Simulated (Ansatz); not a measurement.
# BeC3: the cost of one run

Computed with Ansatz 0.2.0 (DFT PBE, scalar-relativistic, plane waves, PAW, unless a step's input says otherwise).

**1. The structure to begin with**

The structure is tetragonal, space group I4/mmm (No. 139). Conventional cell: a = 3.587 Å, b = 3.587 Å, c = 7.250 Å, α = 90.00°, β = 90.00°, γ = 90.00°. Around Be (site symmetry 4/mmm) lie 12 C at 2.54 to 2.55 Å. C (site symmetry -4m2) is surrounded by 8 C at 2.54 to 2.55 Å and 4 Be at 2.55 Å. Around C (site symmetry 4/mmm) lie 4 Be at 2.54 Å and 8 C at 2.55 Å.

Structure file:

```cif
data_structure
_symmetry_space_group_name_H-M 'I4/mmm'
_symmetry_Int_Tables_number 139
_cell_length_a 3.5871
_cell_length_b 3.5871
_cell_length_c 7.2495
_cell_angle_alpha 90.000
_cell_angle_beta 90.000
_cell_angle_gamma 90.000
_cell_volume 93.28
loop_
_atom_site_label
_atom_site_type_symbol
_atom_site_symmetry_multiplicity
_atom_site_Wyckoff_symbol
_atom_site_fract_x
_atom_site_fract_y
_atom_site_fract_z
_atom_site_occupancy
Be1 Be 2 a 0.00000 0.00000 0.00000 1
C1 C 4 d 0.00000 0.50000 0.25000 1
C2 C 2 b 0.50000 0.50000 0.00000 1
```

Recipe of the guess: species swapped into a database cell of NiIr3 (I4/mmm, No. 139), with Be on the Ni sites and C on the Ir sites. The dimensions are guesses.

**2. The guess as it stands, on a coarse mesh**

File input.yaml:

```yaml
crystal:
  lattice:
    - [-1.79356022, 1.79356022, 3.62476887]
    - [1.79356022, -1.79356022, 3.62476887]
    - [1.79356022, 1.79356022, -3.62476887]
  atoms:
    - { symbol: Be, position: [0.0, 0.0, 0.0] }
    - { symbol: C, position: [0.75, 0.25, 0.5] }
    - { symbol: C, position: [0.25, 0.75, 0.5] }
    - { symbol: C, position: [0.5, 0.5, 0.0] }
basis:
  ecutwfc: 420
kpoints:
  mp_grid: { grid: [6, 6, 6] }
hamiltonian:
  xc: pbe
scf:
  occupations: { method: gaussian, width: 0.1 }
  lower_state_search: "off"
output:
  forces: true
  stress: true
  eigenvalues: true
```

The run is started by

```console
$ ansatz run input.yaml --threads 1 --pin off --max-ram 2560MiB --backend cpu --events-out ev --progress --plain --runs-dir out
```

**Question.** How long does this run take on 1 thread of Intel Xeon at 2.50GHz (Skylake/Cascade Lake), shared host, and how much memory does it need?

About 2.2 s, with a peak of 0.32 GiB.
